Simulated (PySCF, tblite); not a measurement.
**C7H3ClFO radical: geometry, infrared bands and EPR parameters**

Wanted: the infrared bands and EPR parameters of C7H3ClFO radical (`O=c1c[c]ccc(F)c1Cl`), by calculation.

The runs use tblite 0.8.0 and PySCF 2.14.0, with density-fitted response routines of our own; the level of theory stands in each step. All values are computed, except where a source is named. Atoms count from 0, in the outputs and in this text.

**1. The molecule as given**

13 atoms, charge 0, multiplicity 2; geometry from: force field or distance geometry start.

Bonds of the start (Å): O0–C1 1.27, C1–C2 1.39, C2–C3 1.40, C3–C4 1.39, C4–C5 1.40, C5–C6 1.39, C6–F7 1.37, C6–C8 1.38, C8–Cl9 1.76, C8–C1 1.38, C2–H10 1.07, C4–H11 1.08, C5–H12 1.10.

**2. Geometry optimisation with GFN2-xTB**

Job settings and geometry (Å):

```
{"job": {"kind": "relax", "xc": "GFN2-xTB", "basis": "xTB"}, "charge": 0, "multiplicity": 2}
O      2.678400     0.457100     0.456400
C      1.498800     0.170200     0.081300
C      1.273200    -1.176300    -0.159500
C      0.063000    -1.804300    -0.485600
C     -1.181700    -1.344900    -0.069800
C     -1.553600    -0.015000     0.156700
C     -0.787500     1.125300    -0.067100
F     -1.485700     2.268600    -0.352400
C      0.591800     1.208000    -0.017400
Cl     1.256800     2.830700    -0.105800
H      2.154900    -1.780500    -0.101200
H     -1.957200    -2.084800     0.070600
H     -2.555600     0.146300     0.576200
```

Started as:

```console
> OMP_NUM_THREADS=1 python probes_run.py task.json out
```

One launch serves the whole session: the jobs run in the order shown.

Log:

```text
step      E/eV     max force
  0    -807.64727    5.138
  1    -808.10977    3.251
  2    -808.21083    1.374
  3    -808.24960    0.885
  4    -808.30297    0.621
  5    -808.34708    0.621
  6    -808.38087    0.560
  7    -808.41727    0.541
  8    -808.45153    0.494
  9    -808.48196    0.552
 10    -808.51014    0.533
 11    -808.53870    0.645
 12    -808.56829    0.622
 13    -808.59449    0.419
 14    -808.61260    0.308
 15    -808.62467    0.268
 16    -808.63611    0.337
 17    -808.64937    0.349
 18    -808.66198    0.292
 19    -808.67046    0.200
 20    -808.67639    0.220
 21    -808.68262    0.246
 22    -808.69317    0.286
 23    -808.70294    0.310
 24    -808.71337    0.333
 25    -808.72555    0.365
 26    -808.74129    0.389
 27    -808.75784    0.328
 28    -808.76999    0.286
 29    -808.77753    0.242
 30    -808.78443    0.267
 31    -808.79154    0.227
 32    -808.79603    0.189
 33    -808.79789    0.162
 34    -808.79907    0.120
 35    -808.79989    0.085
 36    -808.80050    0.054
 37    -808.80085    0.045
 38    -808.80103    0.036
 39    -808.80118    0.042
 40    -808.80136    0.035
 41    -808.80150    0.030
 42    -808.80158    0.025
 43    -808.80164    0.021
 44    -808.80170    0.024
 45    -808.80176    0.017
 46    -808.80180    0.012
 47    -808.80182    0.010
 48    -808.80183    0.011
 49    -808.80185    0.008
```

Wall time 1.3 s (1 thread of Intel Xeon at 2.50GHz, shared host).

Relaxation path: (not every step is listed)

| step | energy from step 0 (eV) | largest force (eV/Å) |
| --- | --- | --- |
| 0 | 0.0000 | 5.1376 |
| 1 | -0.4625 | 3.2514 |
| 2 | -0.5636 | 1.3744 |
| 3 | -0.6023 | 0.8849 |
| 4 | -0.6557 | 0.6214 |
| 5 | -0.6998 | 0.6205 |
| 6 | -0.7336 | 0.5600 |
| 7 | -0.7700 | 0.5406 |
| 8 | -0.8043 | 0.4942 |
| 11 | -0.8914 | 0.6449 |
| 14 | -0.9653 | 0.3080 |
| 17 | -1.0021 | 0.3491 |
| 20 | -1.0291 | 0.2205 |
| 23 | -1.0557 | 0.3096 |
| 26 | -1.0940 | 0.3887 |
| 29 | -1.1303 | 0.2420 |
| 32 | -1.1488 | 0.1888 |
| 35 | -1.1526 | 0.0855 |
| 38 | -1.1538 | 0.0358 |
| 41 | -1.1542 | 0.0296 |
| 44 | -1.1544 | 0.0242 |
| 45 | -1.1545 | 0.0166 |
| 46 | -1.1545 | 0.0124 |
| 47 | -1.1545 | 0.0103 |
| 48 | -1.1546 | 0.0111 |
| 49 | -1.1546 | 0.0081 |

Close pairs (by a distance rule), those that changed most:

| bond | before (Å) | after (Å) | change (Å) |
| --- | --- | --- | --- |
| C1–C2 | 1.386 | 1.510 | +0.123 |
| C2–C3 | 1.402 | 1.295 | -0.107 |
| C1–C8 | 1.382 | 1.453 | +0.072 |
| O0–C1 | 1.271 | 1.208 | -0.063 |
| C3–C4 | 1.390 | 1.347 | -0.043 |
| C8–Cl9 | 1.756 | 1.727 | -0.029 |
| C5–H12 | 1.098 | 1.081 | -0.017 |
| C6–F7 | 1.370 | 1.352 | -0.017 |

The next job starts from the end point, and lists it.

**3. Harmonic vibrations with GFN2-xTB**

Job settings and geometry (Å):

```
{"job": {"kind": "ir", "xc": "GFN2-xTB", "basis": "xTB"}, "charge": 0, "multiplicity": 2}
O      2.749770     0.387956     0.663108
C      1.639872     0.170895     0.238681
C      1.256805    -1.167318    -0.345419
C      0.076992    -1.630771    -0.078860
C     -1.196911    -1.341874     0.251374
C     -1.631565    -0.050207    -0.048090
C     -0.764696     1.036851    -0.169170
F     -1.406890     2.195697    -0.440742
C      0.597870     1.171586     0.079182
Cl     1.205545     2.784454     0.186232
H      2.029280    -1.658002    -0.913060
H     -1.873307    -2.075365     0.659229
H     -2.687154     0.176584    -0.100194
```

Log:

```text
mode    cm-1     km/mol
  1      68.4      3.80
  2     123.0      3.29
  3     213.8      2.58
  4     220.5      2.37
  5     261.1      5.12
  6     296.8      2.60
  7     355.1      2.24
  8     380.7      0.42
  9     453.3      4.00
 10     484.8      8.81
 11     524.7      5.30
 12     566.8      4.78
 13     604.0      5.80
 14     634.9      2.21
 15     668.9     15.42
 16     749.2     50.07
 17     768.9     30.12
 18     830.2     12.82
 19     904.3     15.17
 20     970.0     15.62
 21    1031.1     17.26
 22    1094.9     54.06
 23    1140.6     17.08
 24    1154.3      4.50
 25    1222.6     48.69
 26    1327.7     20.16
 27    1422.4      0.44
 28    1457.6     58.52
 29    1695.3    508.06
 30    1837.1     35.35
 31    3077.9      0.30
 32    3092.4      1.66
 33    3092.8      1.16
```

Run time: 1.6 s. Hardware: 1 thread of Intel Xeon at 2.50GHz, shared host.

The strongest bands and the atoms that carry them (share of the mass-weighted mode):

| cm⁻¹ | km/mol | atoms |
| --- | --- | --- |
| 749 | 50.1 | H11 44 %, C4 14 %, H10 14 %, H12 10 % |
| 769 | 30.1 | H10 35 %, C2 17 %, H11 12 %, C1 11 % |
| 1095 | 54.1 | H11 25 %, C1 18 %, C8 17 % |
| 1223 | 48.7 | C6 24 %, C8 14 %, H12 13 % |
| 1328 | 20.2 | C4 41 %, C6 11 %, H11 11 % |
| 1458 | 58.5 | C6 38 %, C8 30 %, C4 15 % |
| 1695 | 508.1 | C1 58 %, O0 37 % |
| 1837 | 35.4 | C3 62 %, C2 24 % |

**4. g tensor and hyperfine couplings: B3LYP/pcH-1**

The job, as its differences from that of step 3:

```diff
@@ -1,2 +1,2 @@
-{"job": {"kind": "ir", "xc": "GFN2-xTB", "basis": "xTB"}, "charge": 0, "multiplicity": 2}
+{"job": {"kind": "epr", "basis": "pcH-1"}, "charge": 0, "multiplicity": 2}
 O      2.749770     0.387956     0.663108
```

Level: UKS B3LYP, pcH-1 on C Cl F H O, non-relativistic, mean-field spin-orbit, GIAO.

Log:

```text
UKS, coarse grid
  cycle   1  E = -903.49986171  |g| = 7.20e-01
  cycle   2  E = -900.79610499  |g| = 2.16e+00
  cycle   3  E = -903.53460663  |g| = 5.37e-01
  cycle   4  E = -903.68110437  |g| = 1.86e-01
  cycle   5  E = -903.68612375  |g| = 1.56e-01
  cycle   6  E = -903.69955607  |g| = 2.82e-02
  cycle   7  E = -903.69997091  |g| = 1.17e-02
  cycle   8  E = -903.70009395  |g| = 6.13e-03
  cycle   9  E = -903.70016686  |g| = 4.30e-03
  cycle  10  E = -903.70020830  |g| = 2.62e-03
  cycle  11  E = -903.70021963  |g| = 1.35e-03
  cycle  12  E = -903.70022413  |g| = 4.81e-04
UKS, final grid
  cycle   1  E = -903.70018283  |g| = 6.79e-04
  cycle   2  E = -903.70018236  |g| = 1.40e-03
  cycle   3  E = -903.70018320  |g| = 1.95e-04
  cycle   4  E = -903.70018323  |g| = 1.24e-04
  cycle   5  E = -903.70018329  |g| = 8.59e-05
  cycle   6  E = -903.70018331  |g| = 3.62e-05
  cycle   7  E = -903.70018331  |g| = 1.86e-05
E = -903.70018331 Eh   <S^2> = 0.7975 (exact 0.7500)
g shifts (ppm)      1          2          3
  rmc          -179       -179       -179
  gc             27         16          3
  oz_so         173       2384       4308
  total          22       2221       4133
hyperfine (MHz)  atom isotope    a_iso     a_fc   dipolar eigenvalues
    0   17O      -7.55      -7.39    -41.60     18.28     23.32
    1   13C      54.70      54.73     -9.27     -3.68     12.95
    2   13C     -31.36     -31.36    -22.63      7.20     15.43
    3   13C     163.25     163.27    -60.31    -41.90    102.22
    4   13C     -28.07     -28.09    -24.68      8.57     16.11
    5   13C      63.85      63.94    -22.89    -18.89     41.78
    6   13C     -21.31     -21.32    -15.80      7.48      8.33
    7   19F     -14.05     -14.02    -43.68     14.92     28.76
    8   13C      22.68      22.56    -19.57    -17.61     37.18
    9  35Cl       1.84       1.78    -10.60     -6.81     17.41
   10    1H      95.19      95.19     -5.04     -2.43      7.47
   11    1H      71.03      71.04     -5.93     -1.58      7.51
   12    1H      -2.11      -2.10    -10.71     -1.73     12.44
```

Run time: 4.5 min. Hardware: 1 thread of Intel Xeon at 2.50GHz, shared host; peak memory 0.97 GiB.

Principal g values 2.00234, 2.00454, 2.00645; g(iso) = 2.00444, against 2.00232 for a free electron.

Hyperfine couplings, nucleus by nucleus at this fixed geometry (no averaging over rotations):

| nuclei | isotope | a(iso) (MHz) | a(iso) (G, at g = 2.0023) | largest dipolar term (MHz) |
| --- | --- | --- | --- | --- |
| C3 | 13C | 163.3 | 58.3 | 102.2 |
| H10 | 1H | 95.2 | 34.0 | 7.5 |
| H11 | 1H | 71.0 | 25.3 | 7.5 |
| C5 | 13C | 63.8 | 22.8 | 41.8 |
| C1 | 13C | 54.7 | 19.5 | 13.0 |
| C2 | 13C | -31.4 | -11.2 | -22.6 |
| C4 | 13C | -28.1 | -10.0 | -24.7 |
| C8 | 13C | 22.7 | 8.1 | 37.2 |
| C6 | 13C | -21.3 | -7.6 | -15.8 |
| F7 | 19F | -14.1 | -5.0 | -43.7 |
| O0 | 17O | -7.6 | -2.7 | -41.6 |
| H12 | 1H | -2.1 | -0.8 | 12.4 |
| Cl9 | 35Cl | 1.8 | 0.7 | 17.4 |

Mulliken spin populations:

O0 0.12; C1 0.03; C2 -0.17; C3 0.73; C4 -0.18; C5 0.28; C6 -0.10; F7 0.00; C8 0.21; Cl9 0.03; H10 0.04; H11 0.03; H12 0.00

In first order the couplings over 0.8 MHz of 1H, 19F, 35Cl give 64 distinct lines over 67.0 G.

The fields below are evaluated on a grid from the run's orbitals.

ELF in a plane through or near 8 of the atoms.

Ten even steps from '0' (0.00) to '9' (1.00):
```
0000000000000000000000000000
0000000000100000000000000000
0000000023441000000000000000
0000012468883003321000000000
0000146842484048875100000000
0000158937373037875100000000
0000036885773335520025300000
0000000245723851521699930000
0000122104731863965999960000
0001477663684213554799720000
0001577775451001687521000000
0001477536984446413520000000
0000243104627624814997300000
0000000015658613756998500000
0000000035546788511564100000
0000000012223677400010000000
0000000000001233100000000000
0000000000000000000000000000
0000000000000000000000000000
0000000000000000000000000000
```
The map spans 10.7 Å across and 10.1 Å up, centred on the molecule. Atoms in the plane (x, y in Å): C1 (-1.6, -0.2), C3 (0.3, -1.6), C4 (1.5, -1.0), C5 (1.6, 0.3), C6 (0.5, 1.2), C8 (-0.8, 1.0), Cl9 (-1.8, 2.5), H12 (2.6, 0.8).

log10 of the density (e/Å³) in the same plane.

Values, 10 rows by 14 columns:
```
-4.0 -4.0 -4.0 -3.9 -3.4 -3.2 -3.7 -4.0 -4.0 -4.0 -4.0 -4.0 -4.0 -4.0
-4.0 -4.0 -3.2 -2.3 -1.5 -1.4 -1.9 -2.4 -2.3 -2.9 -4.0 -4.0 -4.0 -4.0
-4.0 -3.8 -2.1 -0.9  0.3  0.4 -0.7 -0.6  0.1 -0.9 -2.5 -3.8 -4.0 -4.0
-4.0 -3.8 -2.1 -0.9  0.1  0.2 -0.3 -0.2  0.0 -0.9 -1.5 -2.1 -3.4 -4.0
-4.0 -3.3 -1.7 -1.0 -0.7  0.1  0.4  0.1  0.3  0.1  0.1 -1.1 -2.8 -4.0
-4.0 -2.7 -1.0  0.1  0.3  0.9 -0.6 -1.1 -0.1  0.3 -0.7 -1.7 -3.1 -4.0
-4.0 -3.5 -1.8 -1.2 -0.9  0.0  0.2  0.7  0.3  0.2 -0.6 -1.7 -3.3 -4.0
-4.0 -4.0 -3.6 -2.6 -1.4 -0.8 -0.6 -0.3 -0.7 -1.2 -1.4 -2.3 -3.7 -4.0
-4.0 -4.0 -4.0 -3.6 -2.7 -2.3 -2.0 -1.9 -2.1 -2.6 -3.1 -3.7 -4.0 -4.0
-4.0 -4.0 -4.0 -4.0 -4.0 -4.0 -3.8 -3.7 -3.9 -4.0 -4.0 -4.0 -4.0 -4.0
```
The map spans 10.7 Å across and 10.1 Å up, centred on the molecule. Atoms in the plane (x, y in Å): C1 (-1.6, -0.2), C3 (0.3, -1.6), C4 (1.5, -1.0), C5 (1.6, 0.3), C6 (0.5, 1.2), C8 (-0.8, 1.0), Cl9 (-1.8, 2.5), H12 (2.6, 0.8).

On the surface of density 0.002 e/bohr³ the electrostatic potential runs, from the 1st to the 99th percentile, from -1.64 V near O0 to 1.58 V near H11.

The spin density lies nearest to C3 37 %; C5, C8 about 12 % each; O0 7 %; C2, C4 about 6 % each (beta excess).

**5. Summary of results**

| quantity | value |
| --- | --- |
| strongest single infrared mode (GFN2-xTB) | 1695 cm⁻¹, 508 km/mol |
| zero-point energy (GFN2-xTB) | 46.8 kcal/mol |
| g(iso) (B3LYP) | 2.00444 |
| ⟨S²⟩ | 0.797 (exact 0.75) |
| largest a(iso) | 13C on C3, 163.3 MHz |
| surface potential, 1st and 99th percentile | -1.64 V and 1.58 V |

What this shows: Over 49 steps the energy fell by 1.155 eV; of the close pairs, C1–C2 changed most, 1.386 to 1.510 Å. No mode is imaginary among the 33: a minimum at this level. The strongest single mode, at 1695 cm⁻¹, moves mainly C1 and O0. Unscaled tight-binding wavenumbers are off by several per cent, some by more. Its intensities can rank the bands wrongly. C3 carries the largest spin population, 0.73 e. The isotropic g lies 2.1 ppt above the free-electron value.
